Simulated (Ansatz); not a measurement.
Turn this script for Ansatz 0.2.0 through its Python package into the input file that the command-line program reads.

The script, `energy_c2h7closi.py`:
```python
# -*- coding: utf-8 -*-
"""Single point of C2H7ClOSi in a Gaussian basis."""

import logging
import sys

import ansatz as az

logging.basicConfig(stream=sys.stdout, format="[%(levelname)s] %(message)s")
logger = logging.getLogger("calc")
logger.setLevel(logging.INFO)

GEOMETRY = """
C    -1.87160    0.07510   -0.25390
C    -0.56380   -0.13730    0.35930
O     0.40350    0.11840   -0.63760
Si    2.10690   -0.09730   -0.22630
Cl    2.56660    1.45760    0.95330
H    -2.07250   -0.51330   -1.13570
H    -2.69460   -0.05970    0.45980
H    -1.95450    1.16990   -0.62890
H    -0.50560   -1.15920    0.74310
H    -0.42860    0.53360    1.24500
H     2.18670   -1.36120    0.57460
H     2.90450   -0.08170   -1.41860
"""

molecule = az.Crystal.molecule()
for line in GEOMETRY.strip().splitlines():
    symbol, *xyz = line.split()
    molecule = molecule.atom(symbol, [float(v) for v in xyz])

setup = (
    molecule.calculation()
    .basis(gaussian="def2-SVPD")
    .functional("b3lyp")
    .scf(lower_state_search="standard")
)
try:
    report = setup.run().report
except az.AnsatzError as error:
    sys.exit(f"{type(error).__name__}: {error}")

logger.info(f"E = {report['free_energy_ev']:.6f} eV = {report['free_energy_ev'] / 27.211386246:.7f} Ha")
print("converged:", report["converged"], " doubts:", report["published_state_doubts"] or "none")
```

```console
$ python energy_c2h7closi.py
[INFO] E = -24629.390130 eV = -905.1133929 Ha
converged: True  doubts: none
```

`input.yaml`:
```yaml
crystal:
  periodic: [false, false, false]
  atoms:
    - { symbol: C, position_ang: [-1.8716, 0.0751, -0.2539] }
    - { symbol: C, position_ang: [-0.5638, -0.1373, 0.3593] }
    - { symbol: O, position_ang: [0.4035, 0.1184, -0.6376] }
    - { symbol: Si, position_ang: [2.1069, -0.0973, -0.2263] }
    - { symbol: Cl, position_ang: [2.5666, 1.4576, 0.9533] }
    - { symbol: H, position_ang: [-2.0725, -0.5133, -1.1357] }
    - { symbol: H, position_ang: [-2.6946, -0.0597, 0.4598] }
    - { symbol: H, position_ang: [-1.9545, 1.1699, -0.6289] }
    - { symbol: H, position_ang: [-0.5056, -1.1592, 0.7431] }
    - { symbol: H, position_ang: [-0.4286, 0.5336, 1.245] }
    - { symbol: H, position_ang: [2.1867, -1.3612, 0.5746] }
    - { symbol: H, position_ang: [2.9045, -0.0817, -1.4186] }
basis:
  gaussian: { orbitals: def2-SVPD }
hamiltonian:
  xc: b3lyp
scf:
  lower_state_search: standard
```

The program run on that file:
```console
$ ansatz run input.yaml --threads 1 --pin off --max-ram 4096MiB --backend cpu --events-out ev --progress --plain --runs-dir out
Engine: ansatz 0.2.0, aarch64-unknown-linux-gnu
Functional definition: B3LYP
  parameter a0 = 0.2
  parameter ax = 0.72
  parameter ac = 0.81
  exchange = (1 - a0 - ax)*slater_x + ax*b88_x + a0*exact_x
  correlation = (1 - ac)*vwn_rpa_c + ac*lyp_c
1484 factors; their error is unknown
mean field evaluation 1: about -24621.3408 eV, gradient 6.0e1 eV
mean field evaluation 2: about -24600.5582 eV, gradient 1.2e2 eV
mean field evaluation 4: about -24629.2136 eV, gradient 6.5e0 eV
mean field evaluation 8: about -24629.3897 eV, gradient 2.3e-1 eV
mean field evaluation 16: about -24629.3898 eV, gradient 4.8e-5 eV
mean field -24629.38982411 eV, -905.1133816361 hartree, gradient 4.8e-5 eV, S^2 0.000000; 0 other end points of the search recorded, 0 dependent functions left out
reference -24629.39013045 eV, -905.1133928936 hartree; 29, 29 occupied and 141, 141 virtual orbitals, 1484 factors
Total energy: -24629.39013045 eV, -905.1133928936 hartree
```

What to keep in mind:
- These settings explore the input space; basis and method may be short of convergence.
- The geometry is a force-field or estimated start, not a minimum of this method, and the basis set is short of its limit.
- b3lyp holds the VWN-RPA fit, as in Gaussian; the form of ORCA and Turbomole is b3lyp5.
- Hardware and time: 8.7 s on 1 thread of Arm Neoverse V1 (shared host), peak memory 0.41 GiB.

(A comment or docstring line of the script was reworded after the run, the code is as it ran; lines on the test bed's own set-up are left out of the output.)
